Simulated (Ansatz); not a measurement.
**AsF₂+ (triplet): the correlation ladder, cc-pVDZ**

An exercise on one series of results from a longer session: the logs are not shown, and one member is left open.

Program: Ansatz 0.2.0, Gaussian basis. Level of theory: cc-pVDZ, core rule «outside noble gas», up to 16 orbitals frozen. These are calculated values, not measurements.

The runs, in order: UHF; CCSD(T) on ROHF; CCSD(T) on UHF; BCCD(T) on ROHF; CISD; CCSDT(Q) on ROHF; CCSDT(Q) on UHF; CASSCF and MRCISD+Q, 14 electrons in 10 orbitals; CASSCF and MRCISD+Q(relaxed), 14 electrons in 10 orbitals; CASSCF and NEVPT2, 14 electrons in 10 orbitals.

21 further runs of the same task are left out: 7 that didn't finish, 14 set aside as unsound or not needed.

## What is computed

The geometry is a PBE0/def2-TZVP stationary point (not a proven minimum) of the parent state, kept for this charge and spin. No spin-orbit coupling is included. The filled d shell of As may be among the frozen orbitals whatever the setting's name suggests; the logs give the count.

3 atoms, charge 1, spin multiplicity 3.

Atoms are counted from 1 here; the program's logs count them from 0.

Bond lengths: As1–F2 1.730 Å, As1–F3 1.730 Å. Angles: F2–As1–F3 96.5°.

The first run:

The input, in.yaml:

```yaml
crystal:
  periodic: [false, false, false]
  atoms:
    - {symbol: As, position_ang: [0.000000, -0.387542, 0.000000]}
    - {symbol: F, position_ang: [0.000000, 0.764150, -1.290593]}
    - {symbol: F, position_ang: [0.000000, 0.764150, 1.290593]}
basis:
  gaussian: {orbitals: cc-pVDZ}
total_charge: 1
magnetization: {spin_polarized: true, initial_magnetization: 2}
hamiltonian: {xc: hf}
output: {orbitals: {seedname: orbitals}}
```

Command:

```console
> ansatz run in.yaml --threads 1 --pin off --events-out ev --progress --plain --max-ram 2393MiB
```

Steps of the session up to this table: UHF; CCSD(T) on ROHF; CCSD(T) on UHF; BCCD(T) on ROHF; CISD; CCSDT(Q) on ROHF; CCSDT(Q) on UHF; CASSCF and MRCISD+Q, 14 electrons in 10 orbitals; CASSCF and MRCISD+Q(relaxed), 14 electrons in 10 orbitals; CASSCF and NEVPT2, 14 electrons in 10 orbitals.

One table of the session follows, with a row left open; its other results are not shown here.

It belongs to the step «Misses and costs». 

```
                   method  from UCCSDT(Q) (kcal/mol)
                     ROHF                    +304.81
                      UHF                    +299.45
                     RMP2                          ?
                     UMP2                     +16.99
                    RCCSD                     +10.05
                    UCCSD                      +9.53
                 RCCSD(T)                      +2.19
                 UCCSD(T)                      +2.05
                  BCCD(T)                      +2.02
                   RCCSDT                      +1.35
                   UCCSDT                      +1.14
                RCCSDT(Q)                      +0.46
                UCCSDT(Q)                          0
           CASSCF valence                    +253.71
           NEVPT2 valence                     +25.97
           MRCISD valence                     +23.24
         MRCISD+Q valence                      +4.63
MRCISD+Q(relaxed) valence                      +3.10
```

Estimate the missing values for RMP2.

As computed: from UCCSDT(Q) (kcal/mol): +15.04. In the column «from UCCSDT(Q) (kcal/mol)» it lies between RCCSD (+10.05) and UMP2 (+16.99).

Not comparable, so not listed: CISD (they don't share determinant, frozen orbitals or solution with the rows shown, or repeat one).

Caveats from the session: Restricted and unrestricted rows rest on different reference determinants; where their highest levels disagree by more than a few hundredths of an eV, they describe different states and don't form one ladder.
